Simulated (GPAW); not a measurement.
The system is W3N4.

```xyz
7
Lattice="4.1220 0.0000 0.0000 0.0000 4.1220 0.0000 0.0000 0.0000 4.1220" Properties=species:S:1:pos:R:3 pbc="T T T"
W     2.0610    0.0000    2.0610
W     0.0000    2.0610    2.0610
W     2.0610    2.0610    0.0000
N     0.0000    0.0000    2.0610
N     0.0000    2.0610    0.0000
N     2.0610    0.0000    0.0000
N     2.0610    2.0610    2.0610
```

Program: GPAW 26.7.0. Alike in all runs: no spin polarisation; cell as given; k mesh 5 × 5 × 5; smearing fermi-dirac 0.05 eV. Hardware: 1 thread of Arm Neoverse V2, with other jobs on the host.

Order these runs on this cell by their wall time, lowest first.
A. task band structure; level PBE; potentials or basis GPAW PAW data sets (gpaw-data 1.2.1), pw; cutoff (eV) 800; maxiter 150; band path GXMGRX,MR; band points 60
B. task band structure; level r2SCAN; potentials or basis GPAW PAW data sets (gpaw-data 1.2.1), pw; cutoff (eV) 800; maxiter 150; band path GXMGRX,MR; band points 60
C. task single point; level LDA; potentials or basis the program's PAW data sets (release 1.2.1) made for this functional, pw; cutoff (eV) 600; maxiter 120; convergence default

C (26 s), A (170 s), B (380 s).

Not every run made on this cell is shown here.
